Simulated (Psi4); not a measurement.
# UHF/3-21G run of C2H2FSi (SMILES C#C[SiH]F)

What is the vertical doublet–quartet gap of C2H2FSi at UHF/3-21G? 

Program for the calculation: Psi4 1.11.

**1. The system as given**

C2H2FSi: 6 atoms, total charge 0, spin state doublet. As SMILES, `C#C[SiH]F`. Geometry: relaxed at PBE0-D4/def2-TZVP.

Bond lengths: C1–C2 1.209 Å, C2–Si3 1.806 Å, Si3–F4 1.599 Å, C1–H5 1.066 Å, Si3–H6 1.485 Å. Angles: C1–C2–Si3 173.2°, C2–Si3–F4 109.8°, C2–C1–H5 179.1°, C2–Si3–H6 111.2°, F4–Si3–H6 108.3°.

**2. The energy at UHF/3-21G**

File run.py:

```python
import psi4

psi4.set_memory('2200 MB')
psi4.set_num_threads(1)
psi4.set_output_file('run.log', False)

m = psi4.geometry("""
0 2
C      0.118100    -0.680000    -1.605700
C      0.120400    -0.213700    -0.490100
Si     0.338300     0.466700     1.168800
F     -0.478000    -0.412300     2.226800
H      0.100300    -1.089200    -2.590300
H     -0.157100     1.864400     1.244300
symmetry c1
""")

psi4.set_options({
    'basis': '3-21G',
    'reference': 'uhf',
    'puream': True,
    'e_convergence': 1e-09,
    'd_convergence': 1e-08,
    'scf_type': 'pk',
    'maxiter': 100,
})

E, wfn = psi4.energy('hf', molecule=m, return_wfn=True)
psi4.oeprop(wfn, 'DIPOLE', 'WIBERG_LOWDIN_INDICES', 'LOWDIN_CHARGES', title='HF')
print('E =', round(E, 9))
```

Launch:

```console
$ python run.py
```

run.log:

```text
[...]
  Running in c1 symmetry.
[...]
  Nuclear repulsion =  130.576000701221830
[...]
  Multiplicity = 2
[...]
  Nalpha       = 19
  Nbeta        = 18
[...]
    Number of basis functions: 44
[...]
   @UHF iter   1:  -462.67047318283551   -1.09913e+00   7.74281e-03 ADIIS/DIIS
[...]
   @UHF iter  21:  -462.74182552147585   -7.95808e-13   5.14686e-09 DIIS
[...]
   @S^2 Observed:                8.578610622E-01
[...]
    Orbital Energies [Eh]
    ---------------------
    Alpha Occupied:
       1A    -68.375517     2A    -26.130349     3A    -11.211867
       4A    -11.177650     5A     -6.176010     6A     -4.277287
       7A     -4.269070     8A     -4.268862     9A     -1.561380
      10A     -1.049331    11A     -0.800832    12A     -0.733522
      13A     -0.652455    14A     -0.643161    15A     -0.621789
      16A     -0.527294    17A     -0.446565    18A     -0.427009
      19A     -0.339872
    Alpha Virtual:
      20A      0.118760    21A      0.165554    22A      0.223174
      23A      0.272948    24A      0.287915    25A      0.321995
[...]
  @UHF Final Energy:  -462.74182552147585
   => Energetics <=
    Nuclear Repulsion Energy =            130.5760007012218296
    One-Electron Energy =                -899.7867477890640657
    Two-Electron Energy =                 306.4689215663664186
    Total Energy =                       -462.7418255214758460
  UHF NO Occupations:
  HONO-2 :   17  A 1.9822372
  HONO-1 :   18  A 1.9655174
  HONO-0 :   19  A 1.0000000
  LUNO+0 :   20  A 0.0344826
  LUNO+1 :   21  A 0.0177628
[...]
 Multipole Moments:
 ------------------------------------------------------------------------------------
     Multipole            Electronic (a.u.)      Nuclear  (a.u.)        Total (a.u.)
 ------------------------------------------------------------------------------------
 L = 1.  Multiply by 2.5417464519 to convert [e a0] to [Debye]
 Dipole X            :          0.1707273            0.3634083            0.5341356
 Dipole Y            :         -0.9698505            1.1874886            0.2176381
 Dipole Z            :          3.2142522           -3.9704923           -0.7562401
 Magnitude           :                                                    0.9510869
[...]
```

On the terminal:

```text
E = -462.741825521
```

Wall time 3.6 s (1 thread of Intel Xeon Platinum 8175M at 2.50GHz (Skylake/Cascade Lake), shared host); peak memory 0.18 GiB.

**3. The quartet, same level**

File c2h2fsi.in:

```
memory 2.2 GB

molecule system {
  0 4
  C      0.22317666    -1.28501376    -3.03433324
  C      0.22752303    -0.40383447    -0.92615477
  Si     0.63929435     0.88193518     2.20871189
  F     -0.90328909    -0.77913408     4.20804213
  H      0.18953953    -2.05828969    -4.89495758
  H     -0.29687597     3.52320539     2.35138622
  units au
  symmetry c1
  no_reorient
  no_com
}

set {
  basis         3-21G
  reference     uhf
  puream        true
  e_convergence 1e-09
  d_convergence 1e-08
  scf_type      pk
  maxiter       100
}

e, wfn = energy('hf', return_wfn=True)
oeprop(wfn, 'DIPOLE', 'LOWDIN_CHARGES', 'QUADRUPOLE', title='HF')
print_variables()
```

Launch:

```console
$ psi4 -i c2h2fsi.in -o c2h2fsi.out -n 1
```

c2h2fsi.out:

```text
[...]
  Running in c1 symmetry.
[...]
  Nuclear repulsion =  130.576000817599237
[...]
  Multiplicity = 4
[...]
  Nalpha       = 20
  Nbeta        = 17
[...]
    Number of basis functions: 44
[...]
   @UHF iter   1:  -462.41218151557757   -8.40833e-01   8.42523e-03 DIIS/ADIIS
[...]
   @UHF iter  25:  -462.57233163024540   -4.49063e-12   6.80115e-09 DIIS
[...]
   @S^2 Observed:                3.801575160E+00
[...]
    Orbital Energies [Eh]
    ---------------------
    Alpha Occupied:
       1A    -68.369272     2A    -26.120747     3A    -11.216723
       4A    -11.209371     5A     -6.168460     6A     -4.269884
       7A     -4.262221     8A     -4.260685     9A     -1.555244
      10A     -1.123672    11A     -0.826848    12A     -0.744941
      13A     -0.656000    14A     -0.639518    15A     -0.626396
      16A     -0.576711    17A     -0.531230    18A     -0.478870
      19A     -0.338851    20A     -0.238748
    Alpha Virtual:
      21A      0.144125    22A      0.195668    23A      0.226145
      24A      0.273887    25A      0.309919    26A      0.387504
[...]
  @UHF Final Energy:  -462.57233163024540
   => Energetics <=
    Nuclear Repulsion Energy =            130.5760008175992368
    One-Electron Energy =                -899.5349300737715339
    Two-Electron Energy =                 306.3865976259268677
    Total Energy =                       -462.5723316302454009
  UHF NO Occupations:
  HONO-2 :   18  A 1.0000000
  HONO-1 :   19  A 1.0000000
  HONO-0 :   20  A 1.0000000
  LUNO+0 :   21  A 0.0185604
  LUNO+1 :   22  A 0.0059286
[...]
 Multipole Moments:
 ------------------------------------------------------------------------------------
     Multipole            Electronic (a.u.)      Nuclear  (a.u.)        Total (a.u.)
 ------------------------------------------------------------------------------------
 L = 1.  Multiply by 2.5417464519 to convert [e a0] to [Debye]
 Dipole X            :         -2.9049379            3.4173808            0.5124429
 Dipole Y            :          3.4984005           -3.3332879            0.1651126
 Dipole Z            :        -43.3992081           42.4878462           -0.9113619
 Magnitude           :                                                    1.0585086
 L = 2.  Multiply by 1.3450342976 to convert [e a0^2] to [Debye ang]
 Quadrupole XX       :        -36.5804360           13.7986502          -22.7817858
 Quadrupole XY       :        -10.6287268           10.5193937           -0.1093331
[...]
```

Run time: 4.5 s. Hardware: 1 thread of Intel Xeon Platinum 8175M at 2.50GHz (Skylake/Cascade Lake), shared host; peak memory 0.19 GiB.

**4. Outcome**

Level: UHF/3-21G.

```
                                        quantity          value
                           doublet: total energy  -462.74183 Eh
                          doublet: dipole moment         2.42 D
     doublet: HOMO energy (highest over α and β)       -9.25 eV
      doublet: LUMO energy (lowest over α and β)        0.98 eV
                                   doublet: ⟨S²⟩          0.858
                           quartet: total energy  -462.57233 Eh
                          quartet: dipole moment         2.69 D
     quartet: HOMO energy (highest over α and β)       -6.50 eV
      quartet: LUMO energy (lowest over α and β)        0.08 eV
                                   quartet: ⟨S²⟩          3.802
vertical energy of the quartet above the doublet       4.612 eV
```

In words: At this shape the quartet lies 4.61 eV (106 kcal/mol) above the doublet. ⟨S²⟩ (doublet) is 0.86 where a pure doublet has 0.75: the reference is spin-contaminated. With no_com the log's rotational constants are taken about the origin, not the centre of mass, so they aren't the molecule's.
